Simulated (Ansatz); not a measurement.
# PrAs3Au2: the cost of one run

Computed with Ansatz 0.2.0 (DFT PBE, scalar-relativistic, plane waves, PAW; 4f electrons in the core of a trivalent norm-conserving potential, unless a step's input says otherwise).

**1. The starting structure**

It takes space group P4mm (No. 99, tetragonal). Conventional cell: a = 3.900 Å, b = 3.900 Å, c = 8.280 Å, α = 90.00°, β = 90.00°, γ = 90.00°. Around Pr (site symmetry 4mm) lie 5 Au at 2.89 to 2.94 Å. Around As (site symmetry 2mm) lie 4 As at 2.76 Å and 4 Au at 2.97 to 2.98 Å. As (site symmetry 4mm) is surrounded by 5 Au at 2.90 Å. Around Au (site symmetry 4mm) lie 4 Pr at 2.89 Å and 5 As at 2.90 to 2.97 Å. Around Au (site symmetry 4mm) lie 8 As at 2.90 to 2.98 Å and 1 Pr at 2.94 Å.

Structure file:

```
Pr As Au
1.0
     3.90012    0.00000    0.00000
     0.00000    3.90012    0.00000
     0.00000    0.00000    8.27990
Pr As Au
1 3 2
Cartesian
  0.0000 0.0000 5.1762
  1.9501 0.0000 8.2680
  0.0000 1.9501 8.2680
  1.9501 1.9501 3.1371
  1.9501 1.9501 6.0327
  0.0000 0.0000 2.2376
```

Recipe of the guess: species swapped into a database cell of Zr2As3S (P4mm, No. 99), with Au on the Zr sites and Pr on the S sites. Lengths come from tabulated atomic sizes and are only a guess.

**2. A first look at the guess**

input.yaml

```yaml
crystal:
  lattice:
    - [3.90011922, 0.0, 0.0]
    - [0.0, 3.90011922, 0.0]
    - [0.0, 0.0, 8.27989958]
  atoms:
    - { symbol: Pr, position: [0.0, 0.0, 0.62515002] }
    - { symbol: As, position: [0.5, 0.0, 0.99856102] }
    - { symbol: As, position: [0.0, 0.5, 0.99856102] }
    - { symbol: As, position: [0.5, 0.5, 0.378887] }
    - { symbol: Au, position: [0.5, 0.5, 0.72860098] }
    - { symbol: Au, position: [0.0, 0.0, 0.270239] }
basis:
  ecutwfc: 660
kpoints:
  mp_grid: { grid: [4, 4, 2] }
hamiltonian:
  xc: pbe
  pseudopotentials:
    kind: paw
    azcp: { Pr: "pseudopotentials/pbe/nc/lanthanide_3plus/Pr.nc.azcp" }
scf:
  occupations: { method: gaussian, width: 0.1 }
  lower_state_search: "off"
output:
  forces: true
  stress: true
  eigenvalues: true
```

The run is started by

```sh
$ ansatz run input.yaml --threads 1 --pin off --max-ram 2560MiB --backend cpu --events-out ev --progress --plain --runs-dir out
```

What time and memory should one allow on 1 thread of Intel Xeon at 2.70GHz, shared host?

About 17 s, with a peak of 0.48 GiB.
